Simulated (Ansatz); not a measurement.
# Cs2GaAgCl6: the cost of one run

Computed with Ansatz 0.2.0 (DFT PBEsol, scalar-relativistic, plane waves, PAW, unless a step's input says otherwise).

3 further runs of the same task are left out: 3 that didn't finish.

**1. The system as given**

It takes space group Fm-3m (No. 225, cubic). The conventional cell has a = 10.141 Å, b = 10.141 Å, c = 10.141 Å, α = 90.00°, β = 90.00°, γ = 90.00°. Cs (site symmetry -43m) is surrounded by 12 Cl at 3.59 Å. Ga (site symmetry m-3m) has 6 Cl at 2.39 Å as nearest neighbours. Ag (site symmetry m-3m) has 6 Cl at 2.68 Å as nearest neighbours. Around Cl (site symmetry 4mm) lie 1 Ga at 2.39 Å and 1 Ag at 2.68 Å.

Structure file:

```xyz
10
Lattice="0.0000 5.0704 5.0704 5.0704 0.0000 5.0704 5.0704 5.0704 0.0000" Properties=species:S:1:pos:R:3 pbc="T T T"
Cs    7.6057    7.6057    7.6057
Cs    2.5352    2.5352    2.5352
Ga    0.0000    0.0000    0.0000
Ag    5.0704    5.0704    5.0704
Cl    2.3923    5.0704    5.0704
Cl    5.0704    5.0704    2.3923
Cl    7.7486    5.0704    5.0704
Cl    5.0704    2.3923    5.0704
Cl    5.0704    7.7486    5.0704
Cl    5.0704    5.0704    7.7486
```

It goes back to an entry of the Materials Project, which need not be the stable form.

It is the result of an earlier relaxation at this level (volume 26.07 Å³/atom; gap on the mesh: 0.72 eV).

**2. The reference cell**

Reference values: F = -28815.5877 eV; pressure -0.01 GPa; largest force 0.001 eV/Å; gap on the mesh 0.72 eV. It was computed beforehand with the settings of the runs below.

**3. Setting up a frozen normal mode**

Mode 24 of the phonon run on this cell, counted from the lowest, is frozen in: each atom moves by x times its row below, so x is the largest displacement.

```
atom      ux     uy     uz
 Cs1   0.039  0.000  0.000
 Cs2   0.039  0.000  0.000
 Ga3   1.000  0.000  0.000
 Ag4  -0.315  0.000  0.000
 Cl5   0.327  0.000  0.000
 Cl6  -0.489  0.000  0.000
 Cl7   0.327  0.000  0.000
 Cl8  -0.489  0.000  0.000
 Cl9  -0.489  0.000  0.000
Cl10  -0.489  0.000  0.000
```

**4. At x = -0.120 Å**

File input.yaml:

```yaml
crystal:
  lattice:
    - [0.0, 5.070446355, 5.070446355]
    - [5.070446355, 0.0, 5.070446355]
    - [5.070446355, 5.070446355, 0.0]
  atoms:
    - { symbol: Cs, position: [0.7504623938, 0.7495376062, 0.7495376062] }
    - { symbol: Cs, position: [0.2504623938, 0.2495376062, 0.2495376062] }
    - { symbol: Ga, position: [0.0118332777, -0.0118332777, -0.0118332777] }
    - { symbol: Ag, position: [0.4962702238, 0.5037297762, 0.5037297762] }
    - { symbol: Cl, position: [0.7679668906, 0.2320331094, 0.2320331094] }
    - { symbol: Cl, position: [0.2301216416, 0.2416904322, 0.7698783584] }
    - { symbol: Cl, position: [0.2397789644, 0.7602210356, 0.7602210356] }
    - { symbol: Cl, position: [0.2301216416, 0.7698783584, 0.2416904322] }
    - { symbol: Cl, position: [0.7583095678, 0.2416904322, 0.7698783584] }
    - { symbol: Cl, position: [0.7583095678, 0.7698783584, 0.2416904322] }
basis:
  ecutwfc: 420
kpoints:
  mp_grid: { grid: [6, 6, 6] }
hamiltonian:
  xc: pbesol
scf:
  occupations: { method: gaussian, width: 0.05 }
output:
  forces: true
  stress: true
  eigenvalues: true
  write_density: true
  write_potential: true
  elf: true
  volumetric_format: npy
```

Command:

```bash
ansatz run input.yaml --threads 2 --pin off --max-ram 5120MiB --backend cpu --events-out ev --progress --plain --runs-dir out
```

What time and memory should one allow on 2 threads of Intel Xeon Platinum 8488C (Sapphire Rapids), shared host?

About 22 s, with a peak of 0.74 GiB.
